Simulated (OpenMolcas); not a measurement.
**Tm³⁺ among point charges: CASSCF and CASPT2 levels and susceptibility**

How does a field of 6 point charges split the states of Tm³⁺, and what χT follows?

Program: OpenMolcas 26.06. Level of theory: state-averaged CASSCF and CASPT2, spin-orbit coupling by RASSI with atomic mean-field integrals. These are calculated values, not measurements, unless marked.

## (1) The system

- Species: Tm³⁺ (thulium, Z = 69, 66 electrons)
- Basis: ANO-RCC-VDZP [7s6p4d2f1g], 68 functions
- Scalar Hamiltonian: DKH2, point nucleus
- Inactive shells: 1s 2s 2p 3s 3p 3d 4s 4p 4d 5s 5p
- Active space: 12 electrons in 7 orbitals (4f)
- Some configurations of this space: 4f12
- Orbitals: optimised for the highest spin of each parity, averaged over all roots

The outer shells:

4f12
```
4f [↑↓][↑↓][↑↓][↑↓][↑↓][↑ ][↑ ]
```

The ion sits among 6 point charges of -1.5 e arranged as an octahedron (Oh), 2.57 Å from the ion.

The work runs as a chain of OpenMolcas steps in one folder; each step below is one input file. Labels, J, g values, rates, χT and fits are worked out afterwards by a script from the matrices that RASSI stores. The input lists half of the charges; inversion (Group=XYZ) makes the rest.

## (2) Basis and integrals

Contents of a.inp:

```
&GATEWAY
Coord
1

Tm 0.0 0.0 0.0
Basis=ANO-RCC-VDZP
Group=XYZ
NoMove
AngMom=0.0 0.0 0.0
AMFI
XField
3 Angstrom 0
2.570000 0.000000 0.000000 -1.500000
0.000000 2.570000 0.000000 -1.500000
0.000000 0.000000 2.570000 -1.500000
&SEWARD
```

On the command line:

```bash
OMP_NUM_THREADS=1 MOLCAS_MEM=2252 MOLCAS_PROJECT=a pymolcas a.inp > a.log
```

## (3) Reference wave functions, triplets of even parity, 21 roots

Contents of a.inp:

```
&RASSCF
FileOrb=start.orb
Symmetry=1
Spin=3
nActEl=12 0 0
Inactive=15 12
Ras2=0 7
CIRoot=21 21 1
SDav=21
CIMx=300
Iter=120 100
PrWF=0.3
OrbListing=Nothing
MaxOrb=0
>>> COPY $Project.JobIph JOB001
```

start.orb holds the contracted functions of the basis, ordered by shell, or the orbitals of the step before.

## (4) Reference wave functions, singlets of even parity, 28 roots

Contents of a.inp:

```
&RASSCF
FileOrb=start.orb
Symmetry=1
Spin=1
nActEl=12 0 0
Inactive=15 12
Ras2=0 7
CIRoot=28 28 1
SDav=28
CIMx=300
Iter=120 100
PrWF=0.3
OrbListing=Nothing
MaxOrb=0
CIOnly
>>> COPY $Project.JobIph JOB002
```

## (5) State interaction with spin-orbit coupling

Contents of a.inp:

```
&RASSI
NrOfJobIphs=2 21 27
1 2 3 4 5 6 7 8 9 10 11 12 13 14 15 16 17 18 19 20 21
1 2 3 4 5 6 7 8 9 10 11 12 13 14 15 16 17 18 19 20 21 22 23 24 25 26 27
IphNames
JOB001
JOB002
EJob
SpinOrbit
DIPRint=1.0
SOCoupling=1000.0
Subsets=2
Property=9
'ANGMOM' 1 'ANGMOM' 2 'ANGMOM' 3 'MLTPL  1' 1 'MLTPL  1' 2 'MLTPL  1' 3
'AMFI' 1 'AMFI' 2 'AMFI' 3
SOProperty=3
'ANGMOM' 1 'ANGMOM' 2 'ANGMOM' 3
```

## (6) CASPT2: IPEA 0.25, imaginary shift 0.1 (closed shells correlated: 5s 5p)

Contents of a.inp:

```
>>> COPY JOB001 $Project.JobIph
&CASPT2
Multistate=21 1 2 3 4 5 6 7 8 9 10 11 12 13 14 15 16 17 18 19 20 21
NoMult
Frozen=14 9
IPEA=0.25
Imaginary=0.1
MaxIter=60
WThr=0.0 0.3 0.05
PrWF=0.5
NoMix
>>> COPY JOB002 $Project.JobIph
&CASPT2
Multistate=27 1 2 3 4 5 6 7 8 9 10 11 12 13 14 15 16 17 18 19 20 21 22
23 24 25 26 27
NoMult
Frozen=14 9
IPEA=0.25
Imaginary=0.1
MaxIter=60
WThr=0.0 0.3 0.05
PrWF=0.5
NoMix
```

(Steps that only read results are left out.)

Q: Predict the outcome of this session. Wanted: spin-free ground state; first state of the same spin within the active space; lowest level; next level.

The runs gave:

| quantity | value |
| --- | --- |
| method | SS-CASPT2, IPEA 0.25, imaginary shift 0.1 (closed shells correlated: 5s 5p) |
| spin-free ground state | 3T1, 3-fold in its orbital part |
| first state of the same spin within the active space | 3E at 58.6 cm⁻¹ |
| lowest level | 1-fold A1 |
| next level | 34.2 cm⁻¹ |
| χT at 300 K | 7.11 cm³ K/mol |
| effective moment at 300 K | 7.54 μB |

Cost by method:

```
                                              method  time of its own steps  time with the reference
                                           A. CASSCF                    7 s                      7 s
B. SS-CASPT2, IPEA 0.25, imaginary shift 0.1, +5s 5p                  6.7 s                     14 s
```

Times are of one thread on a shared host.

The spin-free ground state (3T1) comes to 100 % from free-ion H terms and keeps the highest spin of the shell. The singlets rest on orbitals optimised for another spin in at least one step, which raises them against the optimised states. Not all states of the active space went into the spin-orbit step. CASPT2 does not keep the components of a term degenerate, and the means are used. This is an electrostatic model: the charges have no orbitals.
